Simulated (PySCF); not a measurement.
# W(OH)2: one geometry, several methods

Aim: at the PBE0 minimum of singlet W(OH)2, found before, compare methods on energies and levels.

Computed with PySCF 2.14.0. Level: several methods, basis W def2-TZVP with ECP60, O def2-TZVP, H def2-TZVP, scalar-relativistic core potentials, no spin–orbit coupling, density fitting.

## 1. Starting geometry

5 atoms, charge 0, spin multiplicity 1.

Bond lengths: W1–O2 1.820 Å, W1–O3 1.820 Å, O2–H4 0.953 Å, O3–H5 0.953 Å. Angles: O2–W1–O3 180.0°, W1–O2–H4 180.0°, W1–O3–H5 180.0°.

```xyz
5
charge 0 multiplicity 1
W     0.0000    0.0000    0.0000
O    -0.3412    0.0000    1.7878
O     0.3412    0.0000   -1.7878
H    -0.5198    0.0000    2.7240
H     0.5198    0.0000   -2.7240
```

## 2. PBE0

The steps are one call of a driver around PySCF; scf.py gives each level's set-up. Each SCF starts from the density of the minimum. The driver also runs the species with one electron less or more at the same geometry (one less: multiplicity 2, one more: multiplicity 2); their logs are not shown.

scf.py

```python
from pyscf import gto, scf, dft
mol = gto.M(atom='''
W      0.000000     0.000000    -0.000000
O     -0.341165     0.000000     1.787839
O      0.341165    -0.000000    -1.787839
H     -0.519802     0.000000     2.723968
H      0.519802    -0.000000    -2.723968''',
    basis={'W': 'def2-TZVP', 'O': 'def2-TZVP', 'H': 'def2-TZVP'},
    ecp={'W': 'def2-TZVP'},
    charge=0, spin=0)
mf = dft.RKS(mol, xc='PBE0')
mf.grids.atom_grid = (99, 590)
aux = {'W': 'def2-universal-JKFIT', 'O': 'def2-universal-JKFIT', 'H': 'def2-universal-JKFIT'}
mf = mf.density_fit(auxbasis=aux)
mf.kernel()
```

Output:

```text
init E= -218.606710984207
  HOMO = -0.191702082111208  LUMO = -0.0883634623504115  gap/eV = 2.81199
cycle= 1 E= -218.606710984087  delta_E= 1.2e-10  |g|= 3.89e-05  |ddm|= 5.08e-05
  HOMO = -0.191712150126822  LUMO = -0.0883732756105537  gap/eV = 2.81199
cycle= 2 E= -218.606710983096  delta_E= 9.91e-10  |g|= 8.08e-05  |ddm|= 9.57e-05
  HOMO = -0.191706118220551  LUMO = -0.0883674377180661  gap/eV = 2.81199
cycle= 3 E= -218.6067109844  delta_E= -1.3e-09  |g|= 2.52e-06  |ddm|= 5.88e-05
  HOMO = -0.191705629640228  LUMO = -0.0883669615775737  gap/eV = 2.81199
cycle= 4 E= -218.606710984401  delta_E= -1.08e-12  |g|= 4.43e-07  |ddm|= 3.53e-06
  HOMO = -0.191705696355678  LUMO = -0.0883670292707812  gap/eV = 2.81199
Extra cycle  E= -218.6067109844  delta_E= 7.96e-13  |g|= 9.03e-07  |ddm|= 9.36e-07
converged SCF energy = -218.6067109844
```

This level, with the species of one electron less or more, took 14 s on 4 threads, shared host.

```
energy                        : -218.606711 Eh
one electron less (charge +1) : -218.369199 Eh (doublet, ⟨S²⟩ 1.75)
one electron more (charge -1) : -218.624964 Eh (doublet, ⟨S²⟩ 0.76)
Mulliken charge of W1         : +0.48 e
```

## 3. HF

scf.py: that of step 2 with these lines changed.

```diff
@@ -11,2 +11 @@
-mf = dft.RKS(mol, xc='PBE0')
-mf.grids.atom_grid = (99, 590)
+mf = scf.RHF(mol)
```

Output:

```text
init E= -217.317166542777
  HOMO = -0.254482947007205  LUMO = 0.107037622408255  gap/eV = 9.83748
cycle= 1 E= -217.342891438595  delta_E= -0.0257  |g|= 0.109  |ddm|= 0.416
  HOMO = -0.283147449330119  LUMO = 0.0692268849867119  gap/eV = 9.58859
cycle= 2 E= -217.345517404801  delta_E= -0.00263  |g|= 0.0639  |ddm|= 0.206
  HOMO = -0.272872276709457  LUMO = 0.0855697924590579  gap/eV = 9.75371
cycle= 3 E= -217.346470831659  delta_E= -0.000953  |g|= 0.017  |ddm|= 0.0671
  HOMO = -0.273365804444946  LUMO = 0.0863310745671342  gap/eV = 9.78785
cycle= 4 E= -217.346599272949  delta_E= -0.000128  |g|= 0.00498  |ddm|= 0.0297
  HOMO = -0.274460576341919  LUMO = 0.0852816427611884  gap/eV = 9.78908
cycle= 5 E= -217.346612343965  delta_E= -1.31e-05  |g|= 0.00141  |ddm|= 0.0122
  HOMO = -0.274403753688972  LUMO = 0.0855678672634781  gap/eV = 9.79533
cycle= 6 E= -217.346613802713  delta_E= -1.46e-06  |g|= 0.000302  |ddm|= 0.00501
  HOMO = -0.274427806706125  LUMO = 0.0856162880506126  gap/eV = 9.79730
cycle= 7 E= -217.346613913582  delta_E= -1.11e-07  |g|= 7.71e-05  |ddm|= 0.00156
  HOMO = -0.274436733704817  LUMO = 0.0856201681958382  gap/eV = 9.79765
cycle= 8 E= -217.346613921211  delta_E= -7.63e-09  |g|= 1.36e-05  |ddm|= 0.0004
  HOMO = -0.274438368564706  LUMO = 0.0856211179806365  gap/eV = 9.79772
cycle= 9 E= -217.346613921399  delta_E= -1.88e-10  |g|= 2.52e-06  |ddm|= 7.16e-05
  HOMO = -0.274437987992155  LUMO = 0.0856219191753205  gap/eV = 9.79773
Extra cycle  E= -217.346613921401  delta_E= -2.33e-12  |g|= 1.01e-06  |ddm|= 5.39e-06
converged SCF energy = -217.346613921401
```

This level, with the species of one electron less or more, took 2.6 s.

* energy: -217.346614 Eh
* one electron less (charge +1): -217.147354 Eh (doublet, ⟨S²⟩ 1.76)
* one electron more (charge -1): -217.330169 Eh (doublet, ⟨S²⟩ 0.78)
* Mulliken charge of W1: +0.84 e

## 4. PBE

scf.py: that of step 3 with these lines changed.

```diff
@@ -11 +11,2 @@
-mf = scf.RHF(mol)
+mf = dft.RKS(mol, xc='PBE')
+mf.grids.atom_grid = (99, 590)
```

Output:

```text
init E= -218.659343238047
  HOMO = -0.143140503754503  LUMO = -0.141359712812691  gap/eV = 0.04846
cycle= 1 E= -218.659462357878  delta_E= -0.000119  |g|= 0.131  |ddm|= 0.208
  HOMO = -0.11478812954885  LUMO = -0.11299687098538  gap/eV = 0.04874
cycle= 2 E= -218.631011545198  delta_E= 0.0285  |g|= 0.391  |ddm|= 0.413
  HOMO = -0.136678719226237  LUMO = -0.134732199437872  gap/eV = 0.05297
cycle= 3 E= -218.663365642247  delta_E= -0.0324  |g|= 0.0143  |ddm|= 0.295
  HOMO = -0.138811372706535  LUMO = -0.136859624446186  gap/eV = 0.05311
cycle= 4 E= -218.663415103269  delta_E= -4.95e-05  |g|= 0.00545  |ddm|= 0.025
  HOMO = -0.138040738700651  LUMO = -0.136094252896907  gap/eV = 0.05297
cycle= 5 E= -218.663422489336  delta_E= -7.39e-06  |g|= 0.000539  |ddm|= 0.00742
  HOMO = -0.137982698030822  LUMO = -0.136038301850657  gap/eV = 0.05291
cycle= 6 E= -218.663422558559  delta_E= -6.92e-08  |g|= 3.99e-05  |ddm|= 0.000515
  HOMO = -0.137983910603381  LUMO = -0.13603947612062  gap/eV = 0.05291
cycle= 7 E= -218.663422558714  delta_E= -1.54e-10  |g|= 2.71e-05  |ddm|= 3.53e-05
  HOMO = -0.137983629994131  LUMO = -0.136039191752344  gap/eV = 0.05291
Extra cycle  E= -218.663422557386  delta_E= 1.33e-09  |g|= 8.7e-05  |ddm|= 5.45e-05
converged SCF energy = -218.663422557386
```

This level, with the species of one electron less or more, took 26 s.

| Item | Value |
| --- | --- |
| energy | -218.663423 Eh |
| one electron less (charge +1) | -218.425852 Eh (doublet, ⟨S²⟩ 1.73) |
| one electron more (charge -1) | -218.682171 Eh (doublet, ⟨S²⟩ 0.76) |
| Mulliken charge of W1 | +0.35 e |

## 5. r2SCAN

scf.py: that of step 4 with these lines changed.

```diff
@@ -11 +11 @@
-mf = dft.RKS(mol, xc='PBE')
+mf = dft.RKS(mol, xc='R2SCAN')
```

Output:

```text
init E= -218.737177058909
  HOMO = -0.15411879358961  LUMO = -0.127805639918517  gap/eV = 0.71602
cycle= 1 E= -218.738273388453  delta_E= -0.0011  |g|= 0.0285  |ddm|= 0.168
  HOMO = -0.145503607344249  LUMO = -0.119090120078802  gap/eV = 0.71875
cycle= 2 E= -218.73721177559  delta_E= 0.00106  |g|= 0.0741  |ddm|= 0.102
  HOMO = -0.151477399406069  LUMO = -0.12502344282667  gap/eV = 0.71985
cycle= 3 E= -218.738475884648  delta_E= -0.00126  |g|= 0.0061  |ddm|= 0.0626
  HOMO = -0.152497499742537  LUMO = -0.126032068451345  gap/eV = 0.72016
cycle= 4 E= -218.738483170374  delta_E= -7.29e-06  |g|= 0.00193  |ddm|= 0.00841
  HOMO = -0.152321450569001  LUMO = -0.125854453800635  gap/eV = 0.72020
cycle= 5 E= -218.738483910378  delta_E= -7.4e-07  |g|= 0.000108  |ddm|= 0.00177
  HOMO = -0.152314004453036  LUMO = -0.125846885247352  gap/eV = 0.72021
cycle= 6 E= -218.738483913171  delta_E= -2.79e-09  |g|= 1.52e-05  |ddm|= 0.000184
  HOMO = -0.152317302102457  LUMO = -0.125850034215201  gap/eV = 0.72021
cycle= 7 E= -218.738483913211  delta_E= -3.94e-11  |g|= 9.19e-06  |ddm|= 2.23e-05
  HOMO = -0.15231845460734  LUMO = -0.125851150303916  gap/eV = 0.72021
Extra cycle  E= -218.738483913097  delta_E= 1.14e-10  |g|= 2.56e-05  |ddm|= 1.79e-05
converged SCF energy = -218.738483913097
```

This level, with the species of one electron less or more, took 54 s.

| Property | Result |
| --- | --- |
| energy | -218.738484 Eh |
| one electron less (charge +1) | -218.512622 Eh (doublet, ⟨S²⟩ 1.74) |
| one electron more (charge -1) | -218.759564 Eh (doublet, ⟨S²⟩ 0.77) |
| Mulliken charge of W1 | +0.52 e |

## 6. B3LYP

scf.py: that of step 5 with these lines changed.

```diff
@@ -11 +11 @@
-mf = dft.RKS(mol, xc='R2SCAN')
+mf = dft.RKS(mol, xc='B3LYP')
```

Output:

```text
init E= -218.815084207065
  HOMO = -0.18216144492513  LUMO = -0.0964151807608715  gap/eV = 2.33327
cycle= 1 E= -218.8159234314  delta_E= -0.000839  |g|= 0.0459  |ddm|= 0.142
  HOMO = -0.185844393143194  LUMO = -0.100033815248686  gap/eV = 2.33502
cycle= 2 E= -218.814875065334  delta_E= 0.00105  |g|= 0.0882  |ddm|= 0.0567
  HOMO = -0.182673817954767  LUMO = -0.096985226420923  gap/eV = 2.33171
cycle= 3 E= -218.816222776936  delta_E= -0.00135  |g|= 0.00881  |ddm|= 0.0493
  HOMO = -0.184250842492284  LUMO = -0.098524761987921  gap/eV = 2.33273
cycle= 4 E= -218.816240727445  delta_E= -1.8e-05  |g|= 0.00202  |ddm|= 0.0134
  HOMO = -0.183876749356763  LUMO = -0.0981583782010951  gap/eV = 2.33252
cycle= 5 E= -218.816241753428  delta_E= -1.03e-06  |g|= 0.000103  |ddm|= 0.00282
  HOMO = -0.183863057883556  LUMO = -0.0981447838694578  gap/eV = 2.33251
cycle= 6 E= -218.816241755425  delta_E= -2e-09  |g|= 2.19e-05  |ddm|= 0.000117
  HOMO = -0.183861427090106  LUMO = -0.0981432476074993  gap/eV = 2.33251
cycle= 7 E= -218.816241755514  delta_E= -8.92e-11  |g|= 5.06e-06  |ddm|= 2.09e-05
  HOMO = -0.183861275689966  LUMO = -0.0981431120379739  gap/eV = 2.33251
Extra cycle  E= -218.816241755493  delta_E= 2.07e-11  |g|= 1.16e-05  |ddm|= 8.17e-06
converged SCF energy = -218.816241755493
```

This level, with the species of one electron less or more, took 25 s on 4 threads, shared host.

- energy: -218.816242 Eh
- one electron less (charge +1): -218.567315 Eh (doublet, ⟨S²⟩ 1.74)
- one electron more (charge -1): -218.832706 Eh (doublet, ⟨S²⟩ 0.76)
- Mulliken charge of W1: +0.51 e

## 7. Comparison of the levels

| level | atomisation energy (kJ/mol) | vertical ionisation energy (eV) | vertical electron affinity (eV) | −ε(HOMO) (eV) | gap (eV) | wall time |
| --- | --- | --- | --- | --- | --- | --- |
| PBE0 | 1726 | 6.46 | 0.50 | 5.22 | 2.81 | 14 s |
| HF | 1038 | 5.42 | -0.45 | 7.47 | 9.80 | 2.6 s |
| PBE | 1825 | 6.46 | 0.51 | 3.75 | 0.05 | 26 s |
| r2SCAN | 1743 | 6.15 | 0.57 | 4.14 | 0.72 | 54 s |
| B3LYP | 1769 | 6.77 | 0.45 | 5.00 | 2.33 | 25 s |

Times are for 4 threads, shared host; PBE0 starts from its own converged density, so its time is not comparable. A dash stands where a species or a free atom was not run at that level, or the quantity is not defined.

Atomisation goes to high-spin atoms in their ground configurations, run at the same level, without zero-point energy.

## 8. Results

| quantity | value |
| --- | --- |
| atomisation energy, range | 1038 (HF) to 1825 (PBE) kJ/mol |
| vertical ionisation energy, range | 5.42 (HF) to 6.77 (B3LYP) eV |
| vertical electron affinity, range | -0.45 (HF) to 0.57 (r2SCAN) eV |
| orbital gap, range | 0.05 (PBE) to 9.80 (HF) eV |

**Reading.** The atomisation energy spreads over 788 kJ/mol, from HF to PBE; without a CCSD(T) value for it there is no yardstick here. Spin contamination is strong in at least one of the open-shell species at PBE0, HF, PBE, r2SCAN, B3LYP. Without diffuse functions electron affinities tend to come out too low. Spin polarisation would lower this closed shell, so its numbers describe a constrained state. Spin–orbit coupling, left out here, can matter for elements this heavy.
